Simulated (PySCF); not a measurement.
# NbO3⁻: changing the method

Aim: see what other levels and later steps give for NbO3⁻.

The runs use PySCF 2.14.0; each script names its method and basis.

2 further runs of the same task are left out: 2 that didn't finish.

## Step 1: The system as given

NbO3⁻: 4 atoms, charge -1, spin multiplicity 1.

Bond lengths: Nb1–O2 1.801 Å, Nb1–O3 1.801 Å, Nb1–O4 1.801 Å. Angles: O2–Nb1–O3 114.5°, O2–Nb1–O4 114.5°, O3–Nb1–O4 114.5°.

## Step 2: Base script

input.py reads:

```python
from pyscf import gto, dft

mol = gto.M(
    atom='Nb 0 0 -0.1422; O 1.7495 0 0.2856; O -0.8747 1.5151 0.2856; O -0.8748 -1.5151 0.2856',
    basis='crenbl',
    ecp={'Nb': 'crenbl', 'O': 'crenbl'},
    charge=-1,
    spin=0,
    verbose=4,
)
mf = dft.RKS(mol, xc='scan')
mf.level_shift = 0.3
mf.kernel()
mf.mulliken_pop()
mf.dip_moment()
print('orbital energies (hartree):', mf.mo_energy[..., max(0, mol.nelec[1]-3):mol.nelec[0]+3].round(4))
```

Run with:

```
OMP_NUM_THREADS=1 python input.py
```

## Step 3: MP2 (RHF)

Edit 1 changes step after the SCF: analyze → mp2; SCF type: RKS → RHF; functional: scan → none (Hartree–Fock).

Changes to input.py since step 2:

```diff
@@ -1,2 +1,2 @@
-from pyscf import gto, dft
+from pyscf import gto, scf, mp
 
@@ -10,6 +10,6 @@
 )
-mf = dft.RKS(mol, xc='scan')
+mf = scf.RHF(mol)
 mf.level_shift = 0.3
 mf.kernel()
-mf.mulliken_pop()
+mp.MP2(mf).kernel()
 mf.dip_moment()
```

## Step 4: Slater,

Edit 2 changes functional: scan → slater,.

Changes to input.py since step 2:

```diff
@@ -10,3 +10,3 @@
 )
-mf = dft.RKS(mol, xc='scan')
+mf = dft.RKS(mol, xc='slater,')
 mf.level_shift = 0.3
```

## Step 5: Gradient

Edit 3 changes step after the SCF: analyze → gradient.

Changes to input.py since step 2:

```diff
@@ -13,3 +13,5 @@
 mf.kernel()
-mf.mulliken_pop()
+g = mf.nuc_grad_method()
+g.grid_response = True
+g.kernel()
 mf.dip_moment()
```

Q: Predict the outcome of this session. Wanted: for each run, E(SCF); from base; gap; after the SCF.

**Answer**, as computed:

```csv
run,E(SCF) (hartree),from base (eV),cycles,gap (eV),after the SCF
base,-104.911009,0,28,1.89,n/a
MP2 (RHF),-103.390153,not comparable,18,9.60,MP2 correlation -22.250 eV
"slater, (poor choice)",-102.734752,not comparable,36,0.98,n/a
gradient,-104.911009,0.0000,28,1.89,n/a
```

What this shows: A lower total energy from another functional means nothing by itself. Rows marked «poor choice» come from settings spoiled on purpose.
